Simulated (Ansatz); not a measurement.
# LaF: what a guessed cell relaxes into, part 2 of 2

Aim: relax a trial structure of LaF and see where it ends.

Ansatz 0.2.0; DFT PBE, scalar-relativistic, plane waves, PAW. The steps go on from the part before.

## Step 4: Relaxation repeated from the relaxed cell

input.yaml reads:

```yaml
crystal:
  lattice:
    - [0.0, 2.6641741331, 2.6643879853]
    - [2.6633292187, 0.0, 2.6643879853]
    - [2.6633292187, 2.6641741331, 0.0]
  atoms:
    - { symbol: La, position: [0.0, 0.0, 0.0] }
    - { symbol: F, position: [0.5, 0.5, 0.5] }
basis:
  ecutwfc: 420
kpoints:
  mp_grid: { grid: [18, 18, 18] }
hamiltonian:
  xc: pbe
scf:
  occupations: { method: gaussian, width: 0.1 }
output:
  forces: true
  stress: true
  eigenvalues: true
relax:
  adjacent_minimum: "off"
  f_tol: 0.01
  max_steps: 80
  cell: { stress_tol: 0.05 }
```

Launch:

```
ansatz run input.yaml --threads 1 --pin off --max-ram 2560MiB --backend cpu --events-out ev --progress --plain --runs-dir out
```

Log, cut to the lines that bear on the results:

```text
Warning: RAYON_NUM_THREADS=1 ignored (pool sized by the plan → 1); use --threads N
[...]
Pseudopotentials: kind: paw
Pseudopotential: La, paw, valence charge 11, recommended cutoff 420 eV (normal), La.paw.azcp
Pseudopotential: F, paw, valence charge 7, recommended cutoff 420 eV (normal), F.paw.azcp
Functional definition: PBE
[...]
Crystal: 2 atoms, lattice volume = 37.811 Å³
Basis set: ecut = 420 eV, 725 PW (Γ), exchange–correlation on 54×54×54 points (8 copies of the dense FFT grid, shifted against one another)
Bands: 13, of which v1, the nominal top of the filled ones, is band 9 counted from 1 (8 counted from 0)
Symmetry: 8 space group operations
Space group: Fmmm (ITA 69), of the structure as read, at distance tolerance 3.4e-5 Å
k-points: 865 of 5832
[...]
SCF iter   1: F=—  HF=-7060.425946 eV  |F-HF|=—  |Δ(HF+E_count)|=         —  Δρ=4.49e-3  dr2=6.88e-3  ethr=1.77e-3  ⟨swp⟩=4.0  Hψ=47659  notcnv=0
[...]
--- Forces (eV/Å), atoms counted from 1 ---
  atom   1  La     0.00000000     0.00000000     0.00000000
  atom   2  F      0.00000000     0.00000000     0.00000000
[...]
--- Stress (GPa, compression-positive) ---
        0.009008       0.000000       0.000000
        0.000000      -0.021636       0.000000
        0.000000       0.000000      -0.029359
  P = ⅓ Tr σ = -0.0140 GPa (-0.140 kbar)
--- Band table (eV; the first three rows and the last of 865) ---
  k-point 0: bands = ["-19.7719", "-12.4114", "-2.8260", "-2.8256", "-2.8255", "6.0841", "6.0842", "6.0849", "12.4284", "14.2723", "14.2730", "14.2759", "14.5126"]
[...]
--- Relaxed structure (1 steps of the walk, 1 accepted, 1 SCFs on fresh bases) ---
  F+E_penalty+E_count = -7060.42636074 eV   max|allowed force component| = 2.445e-29 eV/Å   (the final SCF, on the basis selected at the relaxed cell)
  cell:  # Å, volume = 37.8107 Å³
    - [0.0, 2.6641741331, 2.6643879853]
    - [2.6633292187, 0.0, 2.6643879853]
    - [2.6633292187, 2.6641741331, 0.0]
  atoms:
    - { symbol: La, position: [0.0, 0.0, 0.0] }
    - { symbol: F, position: [0.4999999999999999, 0.5, 0.5] }
```

It took 29 s on 1 thread of Intel Xeon 6975P-C (Granite Rapids), shared host; peak memory 0.77 GiB.

The steps of the relaxation:

```
step  E - E(step 1) (eV/cell)  largest force component (eV/Å)  pressure (GPa)  volume (Å³)
   1                   0.0000                          0.0000           -0.01        37.81
   2                   0.0000                          0.0000           -0.01        37.81
```

Step 1 is the start. Step 2 repeats the geometry before it on a plane-wave basis chosen anew for that cell, so its energy need not be comparable with the rows above.

Lengths and angles in the start's conventional setting:

|  | before | after | change |
| --- | --- | --- | --- |
| a (Å) | 5.327 | 5.327 | 0.0 % |
| b (Å) | 5.328 | 5.328 | 0.0 % |
| c (Å) | 5.329 | 5.329 | 0.0 % |
| volume (Å³/atom) | 18.91 | 18.91 | 0.0 % |
| shortest distance (Å) | 2.663 | 2.663 | 0.0 % |
| space group (0.01 Å) | Fm-3m | Fm-3m | same |

## Step 5: Changed: mp_grid.grid [22, 22, 22], accuracy low

input.yaml, as its differences from that of step 4:

```diff
@@ -11,3 +11,3 @@
 kpoints:
-  mp_grid: { grid: [18, 18, 18] }
+  mp_grid: { grid: [22, 22, 22] }
 hamiltonian:
@@ -18,8 +18,4 @@
   forces: true
+  eigenvalues: true
   stress: true
-  eigenvalues: true
-relax:
-  adjacent_minimum: "off"
-  f_tol: 0.01
-  max_steps: 80
-  cell: { stress_tol: 0.05 }
+accuracy: low
```

Launch:

```
ansatz run input.yaml --threads 1 --pin off --max-ram 2560MiB --backend cpu --events-out ev --progress --plain --runs-dir out
```

Log, cut to the lines that bear on the results:

```text
Warning: RAYON_NUM_THREADS=1 ignored (pool sized by the plan → 1); use --threads N
[...]
[... 4 set-up lines as earlier in the session ...]
[...]
Crystal: 2 atoms, lattice volume = 37.811 Å³
Basis set: ecut = 420 eV, 725 PW (Γ), exchange–correlation on 54×54×54 points (8 copies of the dense FFT grid, shifted against one another)
Bands: 13, of which v1, the nominal top of the filled ones, is band 9 counted from 1 (8 counted from 0)
[... 2 set-up lines as earlier in the session ...]
k-points: 1530 of 10648
[...]
SCF iter   1: F=—  HF=-7060.426098 eV  |F-HF|=—  |Δ(HF+E_count)|=         —  Δρ=4.49e-3  dr2=6.87e-3  ethr=1.77e-3  ⟨swp⟩=4.0  Hψ=84231  notcnv=0
[...]
SCF iter   6: F=-7060.426532 eV  HF=-7060.426532 eV  |F-HF|=3.65e-8  |Δ(HF+E_count)|=   1.50e-6  Δρ=1.21e-5  dr2=3.19e-8  ethr=5.56e-10  ⟨swp⟩=4.6  Hψ=105000  notcnv=0
[...]
SCF converged after 6 iterations
Free energy (F): -7060.426532 eV
[...]
E sigma→0 (E₀):  -7060.423962 eV
Entropy (-TS):   -0.005139 eV (-2.569 meV/atom)
Fermi energy:    13.641305 eV
[...]
--- Forces (eV/Å), atoms counted from 1 ---
  atom   1  La     0.00000000     0.00000000     0.00000000
  atom   2  F      0.00000000     0.00000000    -0.00000000
[...]
--- Stress (GPa, compression-positive) ---
       -0.021182       0.000000       0.000000
        0.000000      -0.052428       0.000000
        0.000000       0.000000      -0.060303
  P = ⅓ Tr σ = -0.0446 GPa (-0.446 kbar)
--- Band table (eV; the first three rows and the last of 1530) ---
  k-point 0: bands = ["-19.7715", "-12.4112", "-2.8256", "-2.8252", "-2.8251", "6.0842", "6.0844", "6.0851", "12.4286", "14.2725", "14.2732", "14.2761", "14.5128"]
[...]
```

Run time: 21 s. Hardware: 1 thread of Intel Xeon 6975P-C (Granite Rapids), shared host; peak memory 0.98 GiB.

| run | ending | energy change | pressure (GPa) | gap (eV) | force (eV/Å) | cycles | time |
| --- | --- | --- | --- | --- | --- | --- | --- |
| step 4 | converged | 0 | 0.0 | 0.00 | 0.00 | - | 29 s |
| variant | converged | -0.1 meV/atom | 0.0 | 0.00 | 0.00 | 6 | 21 s |

Changing the k-point mesh and accuracy level leaves the energy as it was (-0.1 meV/atom).

## Step 6: Outcome

The summary covers parts 1 to 2. Changes of volume or cell count from the first structure of part 1.

```
                                                              quantity                                                                      value
                                symmetry at the end (tolerance 0.05 Å)                                                space group Fm-3m (No. 225)
                                                     conventional cell  a = 5.328 Å, b = 5.328 Å, c = 5.328 Å, α = 90.00°, β = 90.00°, γ = 90.00°
                                                                volume                                                              18.91 Å³/atom
energy over the elements (uncorrected; H, N, O, F and Cl as molecules)                                                              -2.37 eV/atom
                                                       gap on the mesh                                                               none (metal)
```

In words: The symmetry goes from space group Fmmm (No. 69) to space group Fm-3m (No. 225) (read at 0.05 Å; 0.001 Å gives I4/mmm (No. 139)), and the volume per atom shrinks by 9.9 % from the first guess. It lies below the elements, which doesn't yet make it stable: competing phases were not computed in this session. No finished test with a distortion of lower symmetry is shown, so the end may be a saddle point. The runs treat La without spin-orbit coupling.
